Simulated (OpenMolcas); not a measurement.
# triplet BClF2 at 6 levels

We compute a comparison of 6 runs (UHF/STO-3G, UB3LYP/aug-cc-pVDZ, UM06-2X/aug-cc-pVDZ, UM06-L/aug-cc-pVDZ, UPBE/aug-cc-pVDZ, ROMP2/aug-cc-pVDZ) of triplet BClF2. 

The calculation is run with OpenMolcas 26.06.

## Step 1: The molecule

The species is BClF2 (4 atoms), meant as a triplet with charge 0. As SMILES of the parent species, `FB(F)Cl`. The coordinates come from a PBE0-D4/def2-TZVP relaxation. That shape belongs to the parent species and isn't relaxed for this state.

Bond lengths: F1–B2 1.310 Å, B2–F3 1.310 Å, B2–Cl4 1.740 Å. Angles: F1–B2–F3 119.0°, F1–B2–Cl4 120.5°, F3–B2–Cl4 120.5°.

## Step 2: A single-point energy at UHF/STO-3G (run 1)

geom.xyz

```xyz
4

F     -0.173700    -1.254300    -0.546300
B     -0.067100    -0.041300    -0.062000
F     -1.011600     0.830100    -0.317700
Cl     1.307900     0.405300     0.905700
```

job.inp

```
&GATEWAY
 BasLib
 $CurrDir
 Coord
 geom.xyz
 Basis
 STO-3G
 Group
 NoSym

&SEWARD

&SCF
 UHF
 Spin
 3
 Thresholds
 1e-10 1e-07 1e-07 1e-05
 PrOrbitals
 0
```

The basis set STO-3G is read from a file made from the Basis Set Exchange's data (not shown).

The run is started by

```sh
$ export MOLCAS_MEM=1860
$ pymolcas job.inp > job.log
```

Log:

```text
--- Start Module: gateway ---
[...]
--- Stop Module: gateway /rc=_RC_ALL_IS_WELL_ ---
--- Start Module: seward ---
[...]
      Basis functions           24
--- Stop Module: seward /rc=_RC_ALL_IS_WELL_ ---
--- Start Module: scf ---
[...]
       Convergence after  32 Iterations
[...]
::    Total SCF energy                               -674.8414517005
[...]
      Total spin, S                                     1.0017366988
[...]
      Total electronic charge=   40.000000
      Total            charge=   -0.000000
[...]
      Dipole Moment (debye):
      Origin of the operator (angstrom)=    0.2677    0.0674    0.1736
                   X=  3.2787E+00               Y=  1.0653E+00               Z=  2.3072E+00           Total=  4.1483E+00
      Quadrupole Moment (debye*angstrom):
[...]
--- Stop Module: scf /rc=_RC_ALL_IS_WELL_ ---
[...]
```

Run time: 1.9 s. Hardware: 1 thread of Arm Neoverse V2, shared host; peak memory 0.37 GiB.

## Step 3: The energy at UB3LYP/aug-cc-pVDZ (run 2)

input.xyz

```xyz
4

F     -0.173700    -1.254300    -0.546300
B     -0.067100    -0.041300    -0.062000
F     -1.011600     0.830100    -0.317700
Cl     1.307900     0.405300     0.905700
```

run.inp

```
&gateway
  baslib
  $CurrDir
  coord
  input.xyz
  basis
  aug-cc-pVDZ
  group
  NoSym

&seward
  gridinput
  Grid=UltraFine
  End of Grid

&scf
  uhf
  spin
  3
  ksdft
  B3LYP
  thresholds
  1e-10 1e-07 1e-07 1e-05
  prorbitals
  0
```

The basis set aug-cc-pVDZ is read from a file made from the Basis Set Exchange's data (not shown).

The run is started by

```sh
$ export MOLCAS_MEM=1860
$ pymolcas run.inp > run.log
```

Log:

```text
--- Start Module: gateway ---
[...]
--- Stop Module: gateway /rc=_RC_ALL_IS_WELL_ ---
--- Start Module: seward ---
[...]
      Basis functions           96
--- Stop Module: seward /rc=_RC_ALL_IS_WELL_ ---
[...]
--- Start Module: scf ---
[...]
       Convergence after  25 Iterations
[...]
::    Total KS-DFT energy                            -684.6517463480
[...]
      Total spin, S                                     1.0016664851
[...]
      Total electronic charge=   40.000000
      Total            charge=   -0.000000
[...]
      Dipole Moment (debye):
      Origin of the operator (angstrom)=    0.2677    0.0674    0.1736
                   X=  2.4777E+00               Y=  8.0537E-01               Z=  1.7427E+00           Total=  3.1344E+00
      Quadrupole Moment (debye*angstrom):
[...]
--- Stop Module: scf /rc=_RC_ALL_IS_WELL_ ---
[...]
```

It took 50 s on 1 thread of Arm Neoverse V2, shared host; peak memory 0.53 GiB.

Runs 3 to 5 aren't shown in full; the table further down has their settings and results.

## Step 4: The energy at ROMP2/aug-cc-pVDZ (run 6)

test.inp

```
&GATEWAY
BasLib=$CurrDir
Coord
4
angstrom
F       -0.173700      -1.254300      -0.546300
B       -0.067100      -0.041300      -0.062000
F       -1.011600       0.830100      -0.317700
Cl       1.307900       0.405300       0.905700
Basis=aug-cc-pVDZ
Group=NoSym
&SEWARD
&SCF
UHF
Spin=3
Thresholds=1e-10 1e-07 1e-07 1e-05
PrOrbitals=1 2
&RASSCF
FileOrb=$Project.UnaOrb
Spin=3
Nactel=2 0 0
Inactive=19
Ras2=2
OutOrbitals=Canonical
OrbListing=Few
&CASPT2
IPEA=0.0
Frozen=8
```

The basis set aug-cc-pVDZ is read from a file made from the Basis Set Exchange's data (not shown).

The run is started by

```sh
$ export MOLCAS_MEM=1860
$ pymolcas test.inp > test.log
```

Log:

```text
--- Start Module: gateway ---
[...]
--- Stop Module: gateway /rc=_RC_ALL_IS_WELL_ ---
[...]
      Basis functions           96
[...]
       Convergence after  28 Iterations
[...]
::    Total SCF energy                               -682.9639499463
[...]
      Total spin, S                                     1.0049640496
[...]
--- Start Module: rasscf ---
[...]
      Number of active orbitals                  2
[...]
      Spin quantum number                      1.0
[...]
      Active orbitals                            2
[...]
      Number of CSFs                             1
[...]
      Number of root(s) required                 1
[...]
      Convergence after 10 iterations
[...]
      printout of CI-coefficients larger than  0.05 for root  1
      energy=    -682.957112
      conf/sym  11     Coeff  Weight
             1  uu   1.00000 1.00000
      Natural orbitals and occupation numbers for root  1
      sym 1:   1.000000   1.000000
      ************************************************************************************************************************
      *                                                    Final results                                                     *
[...]
::    RASSCF root number  1 Total energy:   -682.95711207
[...]
      Total electronic charge=   40.000000
      Total            charge=   -0.000000
[...]
      Dipole Moment (debye):
      Origin of the operator (angstrom)=    0.2677    0.0674    0.1736
                   X=  3.6339E+00               Y=  1.1816E+00               Z=  2.5543E+00           Total=  4.5963E+00
      Quadrupole Moment (debye*angstrom):
[...]
--- Stop Module: rasscf /rc=_RC_ALL_IS_WELL_ ---
[...]
      E2 (Variational):          -0.6225631102
      Total energy:            -683.5796751820
[...]
      Reference weight:           0.85265
[...]
::    CASPT2 Root  1     Total energy:   -683.57967518
[...]
```

It took 20 s on 1 thread of Arm Neoverse V2, shared host; peak memory 0.53 GiB.

## Step 5: Overview of the runs

| run | level | integration grid | frozen core orbitals | energy (Eh) | dipole moment (D) | HOMO energy (eV) | ⟨S²⟩ | wall time |
| --- | --- | --- | --- | --- | --- | --- | --- | --- |
| 1 | UHF/STO-3G | – | – | -674.841452 | 4.15 | -1.67 | 2.005 | 1.9 s |
| 2 | UB3LYP/aug-cc-pVDZ | UltraFine | – | -684.651746 | 3.13 | -2.19 | 2.005 | 50 s |
| 3 | UM06-2X/aug-cc-pVDZ | UltraFine | – | -684.537869 | 4.07 | -3.19 | 2.006 | 68 s |
| 4 | UM06-L/aug-cc-pVDZ | UltraFine | – | -684.598606 | 2.27 | -1.24 | 2.006 | 72 s |
| 5 | UPBE/aug-cc-pVDZ | UltraFine | – | -684.233218 | 2.20 | -1.40 | 2.003 | 49 s |
| 6 | ROMP2/aug-cc-pVDZ | – | 8 | -683.579675 | – | – | – | 20 s |

## Step 6: Summary of results

```
           quantity          value
run 6: total energy  -683.57968 Eh
```

Over runs 1, 2, 3, 4, 5 the dipole moment (its size) runs from 2.20 D (UPBE/aug-cc-pVDZ) to 4.15 D (UHF/STO-3G). The two ends differ in method and basis. Totals of different functionals can't be ranked against each other. In run 1 the basis is minimal, so the values are rough. All runs together took 4.4 min, the longest 72 s.
